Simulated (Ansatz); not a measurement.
# CH₂Ge (triplet): wave-function methods side by side at distance Ge1–C2 = 3.569 Å, cc-pVTZ

The task here is to estimate one member of a computed series from the others.

The runs use Ansatz 0.2.0, Gaussian basis; cc-pVTZ, core rule «outside noble gas», up to 15 orbitals frozen.

The runs, in order: UHF; CCSD(T) on ROHF; CCSD(T) on UHF; BCCD(T) on ROHF; CCSDT(Q) on ROHF; CASSCF and NEVPT2, 4 electrons in 4 orbitals; CASSCF and NEVPT2, 10 electrons in 10 orbitals.

1 further run of the same task is left out (for a known fault of the program). Runs told in other sessions of the task aren't counted.

## The geometry

The geometry derives from a PBE0/def2-TZVP stationary point (not a proven minimum). One bond is set to the value named and the two fragments are kept rigid. No spin-orbit coupling is included. The filled d shell of Ge may be among the frozen orbitals whatever the setting's name suggests.

4 atoms, charge 0, spin multiplicity 3.

Atoms are counted from 1 here; the program's logs count them from 0.

Bond lengths: C2–H3 1.091 Å, C2–H4 1.091 Å. Angles: H3–C2–H4 112.9°.

Set-up of the first run:

File in.yaml:

```yaml
crystal:
  periodic: [false, false, false]
  atoms:
    - {symbol: Ge, position_ang: [0.000000, 0.000000, 0.591651]}
    - {symbol: C, position_ang: [0.000000, 0.000000, -2.977349]}
    - {symbol: H, position_ang: [0.000000, 0.908852, -3.580319]}
    - {symbol: H, position_ang: [0.000000, -0.908852, -3.580319]}
basis:
  gaussian: {orbitals: cc-pVTZ}
magnetization: {spin_polarized: true, initial_magnetization: 2}
hamiltonian: {xc: hf}
output: {orbitals: {seedname: orbitals}}
```

Run with:

```console
> ansatz run in.yaml --threads 1 --pin off --events-out ev --progress --plain --max-ram 2816MiB --backend cpu
```

Steps of the session up to this table: UHF; CCSD(T) on ROHF; CCSD(T) on UHF; BCCD(T) on ROHF; CCSDT(Q) on ROHF; CASSCF and NEVPT2, 4 electrons in 4 orbitals; CASSCF and NEVPT2, 10 electrons in 10 orbitals.

One of the session's tables, all rows but one given; the rest of the session is left out.

```
        method  from RCCSDT(Q) (kcal/mol)
           UHF                    +142.70
          RMP2                     +45.08
          UMP2                          ?
         RCCSD                     +17.24
         UCCSD                     +11.09
      RCCSD(T)                      +4.83
      UCCSD(T)                      +7.26
       BCCD(T)                      +7.41
        RCCSDT                      +2.71
     RCCSDT(Q)                          0
   CASSCF pair                    +139.84
   NEVPT2 pair                     +26.97
CASSCF valence                    +106.87
NEVPT2 valence                     +25.58
```

Q: Estimate the row for UMP2 from the others.

**Answer.** from RCCSDT(Q) (kcal/mol): +34.17. In the column «from RCCSDT(Q) (kcal/mol)» it lies between NEVPT2 pair (+26.97) and RMP2 (+45.08).

Limits of these values: The report flags that the cluster equations may have other roots. The determinant of CCSD(T) (⟨S²⟩ 2.76) is far from a pure spin state, so its energy mixes those of several spin states; high orders of coupled cluster remove much of that, low ones don't. Left out of the table: ROHF (another determinant or state than the rows shown). The program flags RCCSD(T), UCCSD(T), BCCD(T), RCCSDT(Q) as in doubt, so the zero of the table is itself unsure. Warnings: spin contamination; coupled cluster took another determinant than the lowest; large T1 diagnostic. Restricted and unrestricted rows rest on different reference determinants; a gap between their highest levels can come from leftover correlation error, from unlike frozen cores or from another state.
